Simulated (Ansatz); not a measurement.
# B2FH3O: the cost of one run

All numbers below are computed with Ansatz 0.2.0 (RKS PBE-D4/def2-SVPD).

### Step 1. The starting structure

Bond lengths: B1–B2 1.673 Å, B2–O3 1.336 Å, B2–F4 1.358 Å, B1–H5 1.169 Å, B1–H6 1.168 Å, O3–H7 0.961 Å. Angles: B1–B2–O3 124.3°, B1–B2–F4 120.4°, O3–B2–F4 115.3°, B2–B1–H5 121.9°, B2–B1–H6 121.9°, H5–B1–H6 116.2°, B2–O3–H7 115.8°.

Coordinates:

```xyz
7

B    -0.7379    0.9789   -0.1500
B     0.2703   -0.3557   -0.1147
O     0.7030   -0.9434    1.0048
F     0.7078   -0.9181   -1.2706
H    -1.9012    0.8727   -0.1840
H    -0.3192    2.0692   -0.1682
H     1.2772   -1.7036    0.8828
```

### Step 2. End point A

input.yaml reads:

```yaml
crystal:
  periodic: [false, false, false]
  atoms:
    - { symbol: B, position_ang: [-0.73792, 0.97888, -0.15002] }
    - { symbol: B, position_ang: [0.27032, -0.35573, -0.1147] }
    - { symbol: O, position_ang: [0.70297, -0.94335, 1.00481] }
    - { symbol: F, position_ang: [0.70779, -0.9181, -1.2706] }
    - { symbol: H, position_ang: [-1.90116, 0.87269, -0.18402] }
    - { symbol: H, position_ang: [-0.3192, 2.06924, -0.16823] }
    - { symbol: H, position_ang: [1.2772, -1.70364, 0.88276] }
basis:
  gaussian: { orbitals: def2-SVPD }
hamiltonian:
  xc: pbe
  dispersion: d4
relax:
  f_tol: 0.015
  max_steps: 40
output:
  orbitals: {}
```

Run with:

```bash
$ ansatz run input.yaml --threads 2 --pin off --max-ram 3072MiB --backend cpu --events-out ev --progress --plain --runs-dir out
```

What time and memory should one allow on 2 threads of AMD EPYC 9B14 (Zen 4), shared host?

About 6.9 s, with a peak of 0.2 GiB.
